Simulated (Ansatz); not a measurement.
# CH2BrNSi: up Jacob's ladder to CCSD(T)

The task here is to estimate one member of a computed series from the others.

The runs use Ansatz 0.2.0, Gaussian basis; functionals in def2-TZVPP, the program's frozen cores in correlated methods.

The runs, in order: LDA (SPW92), PBE-D4, revPBE-D4, BLYP-D4, r2SCAN-D4, B97M-V, PBE0-D4, B3LYP-D4, r2SCANh-D4, r2SCAN0-D4, HSE06-D4, BHLYP-D4, CAM-B3LYP-D4, LC-ωPBE, ωB97X-V, ωB97M-V, B2PLYP, PBE-QIDH; CCSD(T)/def2-SVP; CCSD(T)/def2-TZVPP; MP2/def2-QZVPP; extrapolation to the limit; RPA on PBE.

**The geometry**

All runs share one geometry, relaxed beforehand with PBE0-D4 in a triple-zeta def2 set.

SMILES `Br[SiH]1C=N1`, 6 atoms, charge 0, spin multiplicity 1.

Atoms are counted from 1 here; the program's logs count them from 0.

Bond lengths: Br1–Si2 2.194 Å, Si2–C3 1.764 Å, Si2–N4 1.774 Å, Si2–H5 1.469 Å, C3–N4 1.283 Å, C3–H6 1.091 Å. Angles: Br1–Si2–C3 122.7°, Br1–Si2–N4 118.9°, Br1–Si2–H5 110.6°, C3–Si2–N4 42.5°, C3–Si2–H5 124.9°, N4–Si2–H5 119.7°, Si2–C3–N4 69.2°, Si2–C3–H6 162.0°, N4–C3–H6 128.8°, Si2–N4–C3 68.3°.

Set-up of the first run:

The input, in.yaml:

```yaml
crystal:
  periodic: [false, false, false]
  atoms:
    - {symbol: Br, position_ang: [-1.897601, -0.649962, -1.545221]}
    - {symbol: Si, position_ang: [-0.019431, 0.054888, -0.657781]}
    - {symbol: C, position_ang: [0.220928, 0.187443, 1.084502]}
    - {symbol: N, position_ang: [0.730477, -0.901234, 0.634778]}
    - {symbol: H, position_ang: [0.825758, 0.694642, -1.675045]}
    - {symbol: H, position_ang: [0.181868, 0.550224, 2.112566]}
basis:
  gaussian: {orbitals: def2-TZVPP}
hamiltonian: {xc: lda}
output: {orbitals: {seedname: orbitals}}
```

Launch:

```sh
ansatz run in.yaml --threads 2 --pin off --events-out ev --progress --plain --max-ram 4352MiB
```

Among the steps run: LDA; PBE-D4 (GGA); revPBE-D4 (GGA); BLYP-D4 (GGA); r2SCAN-D4 (meta-GGA); B97M-V (meta-GGA); PBE0-D4 (hybrid); B3LYP-D4 (hybrid); r2SCANh-D4 (hybrid); r2SCAN0-D4 (hybrid); HSE06-D4 (hybrid); BHLYP-D4 (hybrid); CAM-B3LYP-D4 (range-separated); LC-ωPBE (range-separated); ωB97X-V (range-separated); ωB97M-V (range-separated); B2PLYP (double hybrid); PBE-QIDH (double hybrid).

One table of the session follows, with a row left open; its other results are not shown here.

It belongs to the step «Orbital energies across the functionals». 

| functional | HOMO (eV) | gap (eV) |
| --- | --- | --- |
| LDA (SPW92) | -5.87 | 3.26 |
| PBE-D4 | -5.71 | 3.38 |
| revPBE-D4 | -5.66 | 3.42 |
| BLYP-D4 | ? | ? |
| r2SCAN-D4 | -5.93 | 3.82 |
| B97M-V | -5.98 | 4.03 |
| PBE0-D4 | -6.93 | 5.78 |
| B3LYP-D4 | -6.71 | 5.33 |
| r2SCANh-D4 | -6.39 | 4.71 |
| r2SCAN0-D4 | -7.07 | 6.05 |
| HSE06-D4 | -6.53 | 4.99 |
| BHLYP-D4 | -8.05 | 8.18 |
| CAM-B3LYP-D4 | -8.24 | 8.37 |
| LC-ωPBE | -9.56 | 10.91 |
| ωB97X-V | -9.21 | 10.48 |
| ωB97M-V | -9.09 | 10.25 |

**Question.** Estimate the row for BLYP-D4.

Worked estimate for «HOMO (eV)». Against the share of exact exchange, B3LYP-D4 (0.2, -6.71), BHLYP-D4 (0.5, -8.05) give a slope of -4.47 per unit share; at 0 the line stands at -5.82.

The run gave: HOMO (eV): -5.57; gap (eV): 3.41. In «HOMO (eV)» the line misses by -0.25.
